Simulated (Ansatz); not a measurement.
**SiH2Br2: up Jacob's ladder to CCSD(T)**

How much do the methods differ for SiH2Br2? The plan is to run it at one geometry with functionals of several rungs and with coupled cluster. The yardstick is the atomisation energy at the CCSD(T) limit.

Computed with Ansatz 0.2.0, Gaussian basis. Level: functionals in def2-TZVPP, the program's frozen cores in correlated methods.

Levels to be run: LDA (SPW92), PBE-D4, revPBE-D4, BLYP-D4, r2SCAN-D4, B97M-V, PBE0-D4, B3LYP-D4, r2SCANh-D4, r2SCAN0-D4, HSE06-D4, BHLYP-D4, CAM-B3LYP-D4, LC-ωPBE, ωB97X-V, ωB97M-V, B2PLYP, PBE-QIDH; CCSD(T)/def2-SVP; CCSD(T)/def2-TZVPP; MP2/def2-QZVPP; extrapolation to the limit; RPA on PBE.

## (1) Structure used throughout

The geometry comes from an earlier relaxation with PBE0-D4 in a triple-zeta def2 set; it is a stationary point.

SMILES `Br[SiH2]Br`, 5 atoms, charge 0, spin multiplicity 1.

Atoms are counted from 1 here; the program's logs count them from 0.

Bond lengths: Br1–Si2 2.207 Å, Si2–Br3 2.207 Å, Si2–H4 1.476 Å, Si2–H5 1.476 Å. Angles: Br1–Si2–Br3 110.8°, Br1–Si2–H4 108.4°, Br1–Si2–H5 108.4°, Br3–Si2–H4 108.4°, Br3–Si2–H5 108.4°, H4–Si2–H5 112.5°.

Geometry (Å):

```
atom    x (Å)    y (Å)    z (Å)
 Br1  -1.6627  -1.2543   0.3539
 Si2   0.1681  -0.0610   0.0464
 Br3  -0.2857   1.7993  -1.0503
  H4   1.1136  -0.8577  -0.7599
  H5   0.7166   0.3000   1.3684
```

## (2) LDA

This LDA is Slater exchange with PW92 correlation.

File in.yaml:

```yaml
crystal:
  periodic: [false, false, false]
  atoms:
    - {symbol: Br, position_ang: [-1.662712, -1.254257, 0.353899]}
    - {symbol: Si, position_ang: [0.168111, -0.061049, 0.046393]}
    - {symbol: Br, position_ang: [-0.285707, 1.799342, -1.050281]}
    - {symbol: H, position_ang: [1.113637, -0.857734, -0.759899]}
    - {symbol: H, position_ang: [0.716571, 0.299998, 1.368388]}
basis:
  gaussian: {orbitals: def2-TZVPP}
hamiltonian: {xc: lda}
output: {orbitals: {seedname: orbitals}}
```

Launch:

```
ansatz run in.yaml --threads 4 --pin off --events-out ev --progress --plain --max-ram 10444MiB
```

After this run come: PBE-D4 (GGA); revPBE-D4 (GGA); BLYP-D4 (GGA); r2SCAN-D4 (meta-GGA); B97M-V (meta-GGA); PBE0-D4 (hybrid); B3LYP-D4 (hybrid); r2SCANh-D4 (hybrid); r2SCAN0-D4 (hybrid); HSE06-D4 (hybrid); BHLYP-D4 (hybrid); CAM-B3LYP-D4 (range-separated); LC-ωPBE (range-separated); ωB97X-V (range-separated); ωB97M-V (range-separated); B2PLYP (double hybrid); PBE-QIDH (double hybrid); CCSD(T) in def2-SVP; CCSD(T) in def2-TZVPP; MP2 in def2-QZVPP; RPA on PBE orbitals.

Before running them: what should the planned runs give, taken together? Wanted: atomisation energy, CCSD(T)/CBS; farthest beyond LDA; mean size of error, GGA; mean size of error, meta-GGA; mean size of error, hybrid; mean size of error, range-separated; mean size of error, double hybrid; gap, smallest and largest; T1 diagnostic.

As calculated:

| quantity | value |
| --- | --- |
| atomisation energy, CCSD(T)/CBS | 1387.5 kJ/mol |
| functionals within 13.9 kJ/mol (1.0 %) | r2SCAN-D4, ωB97X-V |
| farthest beyond LDA | BLYP-D4 (-56.4 kJ/mol) |
| mean size of error, GGA | 44.6 kJ/mol |
| mean size of error, meta-GGA | 14.4 kJ/mol |
| mean size of error, hybrid | 31.3 kJ/mol |
| mean size of error, range-separated | 33.2 kJ/mol |
| mean size of error, double hybrid | 36.4 kJ/mol |
| gap, smallest and largest | 5.69 eV (LDA (SPW92)), 12.96 eV (LC-ωPBE) |
| T1 diagnostic | 0.0072 |
| triples share of the correlation energy | 3.3 % |

In words: LDA overbinds by 144.0 kJ/mol (10 %). PBE-D4 is off by -24.3 kJ/mol. Double hybrids carry the basis error of their MP2 part in triple zeta, and no dispersion term here, so their miss is partly the set-up's. Taken by rung, meta-GGA functionals do best (14.4 kJ/mol on average) and GGA ones worst beyond LDA (44.6 kJ/mol). Misses under about 13.9 kJ/mol are within the doubt on the reference itself, which lacks core-valence correlation, relativity and higher excitations, and its outer-core shells are covered unevenly. All levels share the lack of spin-orbit coupling, which lowers the free heavy atoms and so the true binding. Hartree-Fock recovers 74 % of the binding; the rest is correlation. CCSD(T) in def2-SVP is off by -136.9 kJ/mol, so the small basis spoils what the method gains. The gap grows from 5.7 to 13.0 eV across the functionals, mostly with the share of exact exchange. Correlated methods include outer-core shells of Br, which these sets cover unevenly.
